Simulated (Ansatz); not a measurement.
**GaHCl2 (singlet): from Hartree-Fock to the top rungs, cc-pVDZ**

The task here is to estimate one member of a computed series from the others.

Method: cc-pVDZ, core rule «outside noble gas», up to 24 orbitals frozen; program: Ansatz 0.2.0, Gaussian basis.

Plan: UHF; CCSD(T) on RHF; BCCD(T) on RHF; CISD; CCSDT(Q) on RHF.

8 further runs of the same task are left out: 2 for a known fault of the program, 2 that didn't finish, 4 set aside as unsound or not needed.

### The system

The geometry is a PBE0/def2-TZVP stationary point (not a proven minimum). No spin-orbit coupling is included. The filled d shell of Ga may be among the frozen orbitals whatever the setting's name suggests; the logs give the count.

4 atoms, charge 0, spin multiplicity 1.

Atoms are counted from 1 here; the program's logs count them from 0.

Bond lengths: Cl1–Ga2 2.129 Å, Ga2–Cl3 2.129 Å, Ga2–H4 1.545 Å. Angles: Cl1–Ga2–Cl3 115.3°, Cl1–Ga2–H4 122.3°, Cl3–Ga2–H4 122.3°.

Coordinates:

```
Cl    0.0000   -0.5796    1.7985
Ga    0.0000    0.5590    0.0000
Cl    0.0000   -0.5796   -1.7985
H     0.0000    2.1042    0.0000
```

Set-up of the first run:

in.yaml reads:

```yaml
crystal:
  periodic: [false, false, false]
  atoms:
    - {symbol: Cl, position_ang: [0.000000, -0.579616, 1.798512]}
    - {symbol: Ga, position_ang: [0.000000, 0.559032, 0.000000]}
    - {symbol: Cl, position_ang: [0.000000, -0.579616, -1.798512]}
    - {symbol: H, position_ang: [0.000000, 2.104198, 0.000000]}
basis:
  gaussian: {orbitals: cc-pVDZ}
magnetization: {spin_polarized: true, initial_magnetization: 0}
hamiltonian: {xc: hf}
output: {orbitals: {seedname: orbitals}}
```

Started as:

```bash
$ ansatz run in.yaml --threads 1 --pin off --events-out ev --progress --plain --max-ram 2393MiB
```

Among the steps run: UHF; CCSD(T) on RHF; BCCD(T) on RHF; CISD; CCSDT(Q) on RHF.

One table of the session follows, with a row left open; its other results are not shown here.

```
   method  from RCCSDT(Q) (meV)
      RHF               +9991.6
     RMP2               +1102.1
    RCCSD                +239.3
 RCCSD(T)                     ?
  BCCD(T)                 +38.3
   RCCSDT                 +20.1
RCCSDT(Q)                     0
```

**Question.** Estimate the row for RCCSD(T).

**Answer.** from RCCSDT(Q) (meV): +39.6. In the column «from RCCSDT(Q) (meV)» it lies between BCCD(T) (+38.3) and RCCSD (+239.3).

Not comparable, so not listed: CISD (they don't share determinant, frozen orbitals or solution with the rows shown, or repeat one).

With the free atoms at the same levels and basis (separate runs), the atomisation energy is 9.648 eV at RCCSDT(Q), 9.633 eV at RCCSD(T), 7.833 eV at RHF.
